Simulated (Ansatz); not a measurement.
**WAu in Ansatz: the effect of Hubbard term**

Crystal: WAu.

```
W Au
1.0
     0.00000    2.90921    2.90921
     2.90921    0.00000    2.90921
     2.90921    2.90921    0.00000
W Au
1 1
Direct
  0.00000 0.00000 0.00000
  0.75000 0.75000 0.75000
```

The cell was built by a generator and needn't be a form met in nature.

Alike in all runs:

```yaml
Program: Ansatz 0.2.0
Task: single point
Functional: LDA
Potentials_or_basis: Ansatz PAW
Cutoff: "420 eV (not typed: the program's choice for these potentials)"
k_mesh: 8 × 8 × 8
Occupations: fermi-dirac, width 0.05 eV
Spin: no spin polarisation
Hubbard_projectors: ortho-atomic (the default)
Double_counting: fll (the default)
```

| Hubbard term | pressure (GPa) |
| --- | --- |
| none | -7.6 |
| Au d U = 2 eV, W d U = 2 eV | -6.2 |
| Au d U = 3 eV, W d U = 3 eV | -5.1 |
| Au d U = 4 eV, W d U = 4 eV | -1.4 |
| Au d U = 5 eV, W d U = 5 eV | 8.0 |
| Au d U = 6 eV, W d U = 6 eV | 12.9 |
| Au d U = 8 eV, W d U = 8 eV | ? |

**Question.** What does the run with Hubbard term Au d U = 8 eV, W d U = 8 eV give?

**Answer.** Pressure 22.2 GPa.

Worked out: A parabola through the other rows of the pressure, of slope 11.8 GPa per eV there, extrapolates to 33.9 GPa, against the run's 22.2.

Caveats: the PAW data sets come from PBE, with cores solved anew for the run's functional, which leaves a small shift of forces and pressure; U without spin polarisation on a metal has little footing (some runs); the U is typed as a test and isn't derived for this compound (some runs).

Runs at the PBE level aren't shown here.
